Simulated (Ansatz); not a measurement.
# HfCl (sextet): wave-function methods side by side at distance Hf1–Cl2 = 3.371 Å, def2-SVP

An exercise on one series of results from a longer session: the logs are not shown, and one member is left open.

The runs use Ansatz 0.2.0, Gaussian basis; def2-SVP, core rule «outside noble gas», up to 9 orbitals frozen.

Plan: UHF; CCSD(T) on ROHF; CCSD(T) on UHF; CISD; CCSDT(Q) on ROHF; CCSDT(Q) on UHF; CASSCF and MRCISD+Q, 7 electrons in 7 orbitals; CASSCF and NEVPT2, 7 electrons in 7 orbitals.

45 further runs of the same task are left out: 22 for a known fault of the program, 2 for a mislabelled method, 17 that didn't finish, 4 set aside as unsound or not needed.

## The geometry

The geometry derives from a PBE0/def2-TZVP stationary point (not a proven minimum). One bond is set to the value named and the two fragments are kept rigid. No spin-orbit coupling is included. Elements past krypton take def2 core potentials.

2 atoms, charge 0, spin multiplicity 6.

Atoms are counted from 1 here; the program's logs count them from 0.

Bond lengths: Hf1–Cl2 3.371 Å.

Coordinates:

```xyz
2

Hf    0.0000    0.0000    0.0000
Cl    0.0000    0.0000    3.3710
```

Set-up of the first run:

Contents of in.yaml:

```yaml
crystal:
  periodic: [false, false, false]
  atoms:
    - {symbol: Hf, position_ang: [0.000000, 0.000000, 0.000000]}
    - {symbol: Cl, position_ang: [0.000000, 0.000000, 3.371000]}
basis:
  gaussian: {orbitals: def2-SVP}
magnetization: {spin_polarized: true, initial_magnetization: 5}
hamiltonian: {xc: hf}
output: {orbitals: {seedname: orbitals}}
```

On the command line:

```bash
ansatz run in.yaml --threads 1 --pin off --events-out ev --progress --plain --max-ram 2393MiB
```

Steps of the session up to this table: UHF; CCSD(T) on ROHF; CCSD(T) on UHF; CISD; CCSDT(Q) on ROHF; CCSDT(Q) on UHF; CASSCF and MRCISD+Q, 7 electrons in 7 orbitals; CASSCF and NEVPT2, 7 electrons in 7 orbitals.

One table of the session follows, with a row left open; its other results are not shown here.

```
       method  from RCCSDT(Q) (meV)
         ROHF               +4409.5
          UHF               +4186.6
         RMP2                +680.4
         UMP2                +588.6
         CISD                +280.5
        RCCSD                 +64.2
        UCCSD                 -43.4
     RCCSD(T)                 +16.6
     UCCSD(T)                     ?
       RCCSDT                  +4.3
       UCCSDT                -100.3
    RCCSDT(Q)                     0
    UCCSDT(Q)                -104.5
  CASSCF pair               +4105.5
  NEVPT2 pair                +759.5
  MRCISD pair                +254.2
MRCISD+Q pair                  +2.9
```

Q: Estimate the row for UCCSD(T) from the others.

The run gave: from RCCSDT(Q) (meV): -88.6. In the column «from RCCSDT(Q) (meV)» it lies between UCCSDT (-100.3) and UCCSD (-43.4).

Caveats from the session: Restricted and unrestricted rows rest on different reference determinants; where their highest levels disagree by more than a few hundredths of an eV, they describe different states and don't form one ladder.
